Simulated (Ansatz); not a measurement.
# MgZn2TeSe2: the cost of one run

Program: Ansatz 0.2.0. Level of theory: DFT PBE, scalar-relativistic, plane waves, PAW. These are calculated values, not measurements.

### Step 1. The system as given

Symmetry: I4/mmm, No. 139, tetragonal system. The conventional cell has a = 4.492 Å, b = 4.492 Å, c = 11.895 Å, α = 90.00°, β = 90.00°, γ = 90.00°. Around Mg (site symmetry 4/mmm) lie 4 Te at 3.18 Å and 8 Zn at 3.63 Å. Zn (site symmetry 4mm) is surrounded by 1 Te at 1.76 Å. Te (site symmetry 4/mmm) is surrounded by 2 Zn at 1.76 Å. Around Se (site symmetry -4m2) lie 4 Zn at 2.55 Å.

As a file:

```xyz
6
Lattice="-2.2461 2.2461 5.9476 2.2461 -2.2461 5.9476 2.2461 2.2461 -5.9476" Properties=species:S:1:pos:R:3 pbc="T T T"
Mg    0.0000    0.0000    5.9476
Zn    0.0000    0.0000    1.7572
Zn    0.0000    0.0000   10.1381
Te    0.0000    0.0000    0.0000
Se    0.0000    2.2461    2.9738
Se    2.2461    0.0000    2.9738
```

Recipe of the guess: species swapped into a database cell of CeB2Rh2C (I4/mmm, No. 139), with Mg on the Ce sites, Zn on the B sites, Se on the Rh sites and Te on the C sites. Lengths come from tabulated atomic sizes and are only a guess.

### Step 2. A first look at the guess

Input file input.yaml:

```yaml
crystal:
  lattice:
    - [-2.2461372, 2.2461372, 5.94761689]
    - [2.2461372, -2.2461372, 5.94761689]
    - [2.2461372, 2.2461372, -5.94761689]
  atoms:
    - { symbol: Mg, position: [0.5, 0.5, 0.0] }
    - { symbol: Zn, position: [0.14771999, 0.14771999, 0.0] }
    - { symbol: Zn, position: [0.85228001, 0.85228001, 0.0] }
    - { symbol: Te, position: [0.0, 0.0, 0.0] }
    - { symbol: Se, position: [0.75, 0.25, 0.5] }
    - { symbol: Se, position: [0.25, 0.75, 0.5] }
basis:
  ecutwfc: 420
kpoints:
  mp_grid: { grid: [6, 6, 6] }
hamiltonian:
  xc: pbe
scf:
  occupations: { method: gaussian, width: 0.1 }
  lower_state_search: "off"
output:
  forces: true
  stress: true
  eigenvalues: true
```

Started as:

```bash
> ansatz run input.yaml --threads 1 --pin off --max-ram 2560MiB --backend cpu --events-out ev --progress --plain --runs-dir out
```

**Question.** How long does this run take on 1 thread of Intel Xeon Platinum 8375C at 2.90GHz (Ice Lake), shared host, and how much memory does it need?

About 11 s, with a peak of 0.54 GiB.
